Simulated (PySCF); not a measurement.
**A diatomic session: SrO−**

An exercise on one series of results from a longer session: the logs are not shown, and one member is left open.

The runs use PySCF 2.14.0; Sr def2-SVPD with ECP28, O def2-SVPD, scalar-relativistic core potentials.

3 further runs of the same task are left out: 3 set aside as unsound or not needed.

The first run:

The job is set up so:

| Item | Value |
| --- | --- |
| atoms | Sr, O |
| charge | -1 |
| basis | Sr def2-SVPD with ECP28, O def2-SVPD |
| Hamiltonian | scalar-relativistic core potentials |
| basis functions | 49 |
| electrons treated | 19 |
| masses in u | 87.9056, 15.9949 |
| levels | PBE0, PBE, r²SCAN, M06-2X, MN15, r²SCANh, MP2, SCS-MP2, CCSD, CCSD(T) |
| grid | 80 radial by 434 angular points |
| occupations | held fixed by the projection of orbital angular momentum |
| dissociation limit | Sr + O−, each in its ground configuration |
| starting distance in angstrom | 2.410 |
| values of 2S to try | 1, 3 |

The run is started by

```console
OMP_NUM_THREADS=1 python dia.py task.json out
```

Steps of the session up to this table: Set-up; The PBE0 curve of the state that the search chose; Higher solutions at PBE0; PBE (GGA); r²SCAN (meta-GGA); M06-2X; MN15 (hybrid meta-GGA); r²SCANh; MP2 and coupled cluster.

One of the session's tables, all rows but one given; the rest of the session is left out.

It belongs to the step «Constants by level of theory». 

| level | Re (Å) | ωe (cm⁻¹) | De (eV) |
| --- | --- | --- | --- |
| UHF-MP2 | 2.083 | 564 | 3.70 |
| UHF-CCSD | ? | ? | ? |
| UHF-CCSD(T) | 2.091 | 538 | 3.08 |
| PBE | 2.053 | 564 | 3.69 |
| r²SCAN | 2.041 | 596 | 3.65 |
| r²SCANh | 2.034 | 608 | 3.47 |
| PBE0 | 2.027 | 614 | 3.25 |
| M06-2X | 2.042 | 604 | 2.93 |

**Question.** Estimate the row for UHF-CCSD.

As computed: Re (Å): 2.071; ωe (cm⁻¹): 586; De (eV): 2.83. In the column «Re (Å)» it lies between PBE (2.053) and UHF-MP2 (2.083).

De is counted to Sr + O− in their ground configurations.
